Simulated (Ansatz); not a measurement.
# C7H6O2: the cost of one run

Computed with Ansatz 0.2.0 (the levels named in each step, unless a step's input says otherwise).

## Step 1: The structure to begin with

Bond lengths (14 of 15 bonds, heavy atoms first): O1–C2 1.206 Å, C2–O3 1.344 Å, C2–C4 1.478 Å, C4–C5 1.394 Å, C5–C6 1.381 Å, C6–C7 1.386 Å, C7–C8 1.386 Å, C4–C9 1.393 Å, C8–C9 1.382 Å, O3–H10 0.970 Å, C5–H11 1.080 Å, C6–H12 1.080 Å, C7–H13 1.080 Å, C8–H14 1.080 Å. Angles (14 of 22 angles, heavy atoms first): O1–C2–O3 121.7°, O1–C2–C4 124.7°, O3–C2–C4 113.6°, C2–C4–C5 118.3°, C2–C4–C9 121.7°, C5–C4–C9 120.0°, C4–C5–C6 120.0°, C5–C6–C7 119.9°, C6–C7–C8 120.3°, C7–C8–C9 120.2°, C4–C9–C8 119.7°, C2–O3–H10 109.4°, C4–C5–H11 118.5°, C6–C5–H11 121.5°.

Structure file:

```xyz
15

O     2.0110    1.5648    0.0629
C     1.5703    0.4778   -0.2195
O     2.3445   -0.4814   -0.7546
C     0.1652    0.0625   -0.0214
C    -0.7250    0.9831    0.5284
C    -2.0449    0.6304    0.7322
C    -2.4817   -0.6399    0.3892
C    -1.5991   -1.5580   -0.1580
C    -0.2768   -1.2125   -0.3655
H     3.2494   -0.1474   -0.8540
H    -0.3575    1.9647    0.7874
H    -2.7345    1.3435    1.1589
H    -3.5135   -0.9156    0.5504
H    -1.9446   -2.5463   -0.4229
H     0.4177   -1.9207   -0.7896
```

## Step 2: A rough first relaxation, PBE-D4/def2-SVP

This run stands in another session on the same molecule. It ended at:

```xyz
15

O     2.0367    1.5835    0.0598
C     1.5949    0.4823   -0.2235
O     2.3701   -0.4950   -0.7645
C     0.1791    0.0558   -0.0242
C    -0.7171    0.9909    0.5315
C    -2.0563    0.6408    0.7392
C    -2.5074   -0.6446    0.3932
C    -1.6170   -1.5792   -0.1609
C    -0.2754   -1.2331   -0.3706
H     3.2632   -0.0964   -0.8438
H    -0.3332    1.9883    0.7917
H    -2.7549    1.3721    1.1732
H    -3.5608   -0.9199    0.5567
H    -1.9721   -2.5852   -0.4313
H     0.4306   -1.9555   -0.8032
```

## Step 3: Relaxation, HF/STO-3G

input.yaml reads:

```yaml
crystal:
  periodic: [false, false, false]
  atoms:
    - { symbol: O, position_ang: [2.03669053, 1.58353091, 0.05982735] }
    - { symbol: C, position_ang: [1.5949205, 0.48225492, -0.22345198] }
    - { symbol: O, position_ang: [2.37013515, -0.49503979, -0.76446793] }
    - { symbol: C, position_ang: [0.1790518, 0.0558341, -0.02415813] }
    - { symbol: C, position_ang: [-0.71709587, 0.99089215, 0.53152863] }
    - { symbol: C, position_ang: [-2.05629813, 0.64079101, 0.73919156] }
    - { symbol: C, position_ang: [-2.50742985, -0.64457789, 0.39324105] }
    - { symbol: C, position_ang: [-1.61700637, -1.57918733, -0.1609039] }
    - { symbol: C, position_ang: [-0.27536398, -1.23305466, -0.37061464] }
    - { symbol: H, position_ang: [3.26315827, -0.09639838, -0.84379703] }
    - { symbol: H, position_ang: [-0.33324839, 1.98833424, 0.79173703] }
    - { symbol: H, position_ang: [-2.75489665, 1.3720792, 1.17322002] }
    - { symbol: H, position_ang: [-3.56075501, -0.91990785, 0.55673692] }
    - { symbol: H, position_ang: [-1.97212823, -2.58521627, -0.43125349] }
    - { symbol: H, position_ang: [0.43061623, -1.95550435, -0.80321546] }
basis:
  gaussian: { orbitals: STO-3G }
hamiltonian:
  xc: hf
relax:
  f_tol: 0.004
  max_steps: 150
```

On the command line:

```sh
> ansatz run input.yaml --threads 4 --pin off --max-ram 10240MiB --backend cpu --events-out ev --progress --plain --runs-dir out
```

**Question.** How long does this run take on 4 threads of AMD EPYC (Zen 3), shared host, and how much memory does it need?

About 12 s, with a peak of 0.13 GiB.
